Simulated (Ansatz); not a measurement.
# C₃H₅F₃O₄S: taking an electron away

An exercise on one series of results from a longer session: the logs are not shown, and one member is left open.

Program: Ansatz 0.2.0, Gaussian basis. Level of theory: unrestricted cation, the program's frozen cores in correlated methods. These are calculated values, not measurements.

The runs, in order: UKS PBE-D4/def2-TZVPP; UKS r2SCAN-D4/def2-TZVPP; UKS PBE0-D4/def2-TZVPP; UKS B3LYP-D4/def2-TZVPP; UKS wB97X-V/def2-TZVPP; UKS wB97M-V/def2-TZVPP; UKS B2PLYP/def2-TZVPP; UHF-CCSD(T)/def2-TZVPP; UHF-MP2/def2-QZVPP; extrapolation to the limit; then −ε(HOMO) from the neutral's earlier runs with LDA (SPW92), PBE-D4, revPBE-D4, BLYP-D4, r2SCAN-D4, B97M-V, PBE0-D4, B3LYP-D4, r2SCANh-D4, r2SCAN0-D4, HSE06-D4, BHLYP-D4, CAM-B3LYP-D4, LC-ωPBE, ωB97X-V, ωB97M-V.

### The relaxed structure

The geometry comes from an earlier relaxation with PBE0-D4 in a triple-zeta def2 set; it is a stationary point, not always the lowest conformer.

SMILES `O=S(=O)(OCCO)C(F)(F)F`, 16 atoms, charge 0, spin multiplicity 1.

Atoms are counted from 1 here; the program's logs count them from 0.

Bond lengths: O1–S2 1.416 Å, S2–O3 1.422 Å, S2–O4 1.564 Å, S2–C8 1.847 Å, O4–C5 1.455 Å, C5–C6 1.505 Å, C5–H12 1.091 Å, C5–H13 1.091 Å, C6–O7 1.403 Å, C6–H14 1.093 Å, C6–H15 1.098 Å, O7–H16 0.962 Å, C8–F9 1.329 Å, C8–F10 1.321 Å, C8–F11 1.320 Å. Angles: O1–S2–O3 123.1°, O1–S2–O4 106.9°, O1–S2–C8 106.8°, O3–S2–O4 110.8°, O3–S2–C8 106.6°, O4–S2–C8 100.2°, S2–O4–C5 121.4°, O4–C5–C6 107.0°, O4–C5–H12 109.2°, O4–C5–H13 107.0°, C6–C5–H12 111.6°, C6–C5–H13 111.3°, H12–C5–H13 110.6°, C5–C6–O7 112.8°, C5–C6–H14 107.9°, C5–C6–H15 109.4°, O7–C6–H14 106.9°, O7–C6–H15 111.9° and more.

The first run:

in.yaml reads:

```yaml
crystal:
  periodic: [false, false, false]
  atoms:
    - {symbol: O, position_ang: [1.324861, -1.769362, -1.594362]}
    - {symbol: S, position_ang: [1.308782, -0.820727, -0.543239]}
    - {symbol: O, position_ang: [2.240608, 0.249497, -0.449323]}
    - {symbol: O, position_ang: [-0.158398, -0.292180, -0.431167]}
    - {symbol: C, position_ang: [-0.461642, 0.967514, 0.230957]}
    - {symbol: C, position_ang: [-1.534178, 1.643087, -0.580677]}
    - {symbol: O, position_ang: [-2.731520, 0.913248, -0.613189]}
    - {symbol: C, position_ang: [1.436140, -1.770477, 1.035983]}
    - {symbol: F, position_ang: [1.233847, -0.953582, 2.064051]}
    - {symbol: F, position_ang: [0.531604, -2.732656, 1.066478]}
    - {symbol: F, position_ang: [2.643969, -2.295207, 1.127004]}
    - {symbol: H, position_ang: [0.444529, 1.572149, 0.282096]}
    - {symbol: H, position_ang: [-0.817527, 0.724070, 1.232833]}
    - {symbol: H, position_ang: [-1.758983, 2.602847, -0.107938]}
    - {symbol: H, position_ang: [-1.152505, 1.848104, -1.589375]}
    - {symbol: H, position_ang: [-2.572387, 0.091074, -1.085731]}
basis:
  gaussian: {orbitals: def2-TZVPP}
total_charge: 1
magnetization: {spin_polarized: true, initial_magnetization: 1}
hamiltonian: {xc: pbe, dispersion: d4}
```

Among the steps run: Cation, UKS PBE-D4/def2-TZVPP; Cation, UKS r2SCAN-D4/def2-TZVPP; Cation, UKS PBE0-D4/def2-TZVPP; Cation, UKS B3LYP-D4/def2-TZVPP; Cation, UKS wB97X-V/def2-TZVPP; Cation, UKS wB97M-V/def2-TZVPP; Cation, UKS B2PLYP (frozen core)/def2-TZVPP; Cation, UHF-CCSD(T)/def2-TZVPP; Cation, UHF-MP2/def2-QZVPP.

One table of the session follows, with a row left open; its other results are not shown here.

It belongs to the step «Ionisation energies side by side». Orbital estimates, from the neutral's runs:

| functional | −ε(HOMO) (eV) |
| --- | --- |
| LDA (SPW92) | 7.08 |
| PBE-D4 | 6.91 |
| revPBE-D4 | 6.84 |
| BLYP-D4 | 6.84 |
| r2SCAN-D4 | 7.29 |
| B97M-V | 7.44 |
| PBE0-D4 | ? |
| B3LYP-D4 | 8.38 |
| r2SCANh-D4 | 7.93 |
| r2SCAN0-D4 | 8.90 |
| HSE06-D4 | 8.22 |
| BHLYP-D4 | 10.32 |
| CAM-B3LYP-D4 | 10.15 |
| LC-ωPBE | 11.48 |
| ωB97X-V | 11.16 |
| ωB97M-V | 11.09 |

**Question.** Estimate the row for PBE0-D4.

**Answer.** −ε(HOMO) (eV): 8.63. In the column «−ε(HOMO) (eV)» it lies between B3LYP-D4 (8.38) and r2SCAN0-D4 (8.90).

To keep in mind: The cation may have settled in a state other than its lowest; no search over hole states beyond the program's own was made.
